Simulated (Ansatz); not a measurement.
**CH6ClFSi2: small, medium and large basis sets**

How large a basis does CH6ClFSi2 need? Two functionals are run in growing sets.

Computed with Ansatz 0.2.0, Gaussian basis. Level: one geometry, several basis sets.

The runs, in order: PBE0-D4/def2-SVP; ωB97M-V/def2-SVP; PBE0-D4/def2-QZVPP; ωB97M-V/def2-QZVPP; the functionals' def2-TZVPP values are taken from earlier runs.

### Step 1. The geometry

The geometry comes from an earlier relaxation with PBE0-D4 in a triple-zeta def2 set; it is a stationary point, not always the lowest conformer.

11 atoms, charge 0, spin multiplicity 1.

Atoms are counted from 1 here; the program's logs count them from 0.

Bond lengths: F1–C2 1.386 Å, C2–Si3 1.908 Å, C2–Si4 1.908 Å, C2–Cl5 1.796 Å, Si3–H6 1.481 Å, Si3–H7 1.483 Å, Si3–H8 1.485 Å, Si4–H9 1.485 Å, Si4–H10 1.483 Å, Si4–H11 1.481 Å. Angles: F1–C2–Si3 108.9°, F1–C2–Si4 108.9°, F1–C2–Cl5 108.1°, Si3–C2–Si4 116.8°, Si3–C2–Cl5 106.8°, Si4–C2–Cl5 106.8°, C2–Si3–H6 108.5°, C2–Si3–H7 107.8°, C2–Si3–H8 108.3°, H6–Si3–H7 111.3°, H6–Si3–H8 110.8°, H7–Si3–H8 110.0°, C2–Si4–H9 108.3°, C2–Si4–H10 107.8°, C2–Si4–H11 108.5°, H9–Si4–H10 110.0°, H9–Si4–H11 110.8°, H10–Si4–H11 111.3°.

### Step 2. PBE0-D4 in def2-SVP

in.yaml

```yaml
crystal:
  periodic: [false, false, false]
  atoms:
    - {symbol: F, position_ang: [-1.645730, 0.964198, 0.105095]}
    - {symbol: C, position_ang: [-0.330241, 0.591563, -0.121495]}
    - {symbol: Si, position_ang: [0.514486, 0.250011, 1.555252]}
    - {symbol: Si, position_ang: [-0.298569, -0.820037, -1.405273]}
    - {symbol: Cl, position_ang: [0.526765, 1.986552, -0.861060]}
    - {symbol: H, position_ang: [0.441565, 1.480403, 2.377161]}
    - {symbol: H, position_ang: [1.920457, -0.134674, 1.284731]}
    - {symbol: H, position_ang: [-0.200304, -0.869993, 2.219252]}
    - {symbol: H, position_ang: [-1.042026, -1.977719, -0.845567]}
    - {symbol: H, position_ang: [1.118074, -1.190699, -1.636902]}
    - {symbol: H, position_ang: [-0.939178, -0.336805, -2.650594]}
basis:
  gaussian: {orbitals: def2-SVP}
hamiltonian: {xc: pbe0, dispersion: d4}
output: {orbitals: {seedname: orbitals}}
```

Started as:

```console
> ansatz run in.yaml --threads 4 --pin off --events-out ev --progress --plain --max-ram 10444MiB
```

Further steps of the session: ωB97M-V in def2-SVP; PBE0-D4 in def2-QZVPP; ωB97M-V in def2-QZVPP.

Q: Predict the results of all the runs planned. Wanted: PBE0-D4: double and triple zeta above quadruple; ωB97M-V: double and triple zeta above quadruple.

**Answer**, as computed:

| quantity | value |
| --- | --- |
| PBE0-D4: double and triple zeta above quadruple | 15.54, 1.11 eV |
| ωB97M-V: double and triple zeta above quadruple | 15.61, 1.04 eV |

**Reading.** For PBE0-D4 the step from double to triple zeta gains 14.44 eV and the next only 1.11 eV. These are total energies; as a rule much of such shifts cancels in differences, which this series doesn't test. The LUMO of ωB97M-V is positive and keeps falling with the basis (1.94 to 1.23 eV): an unbound level that the basis holds in place.
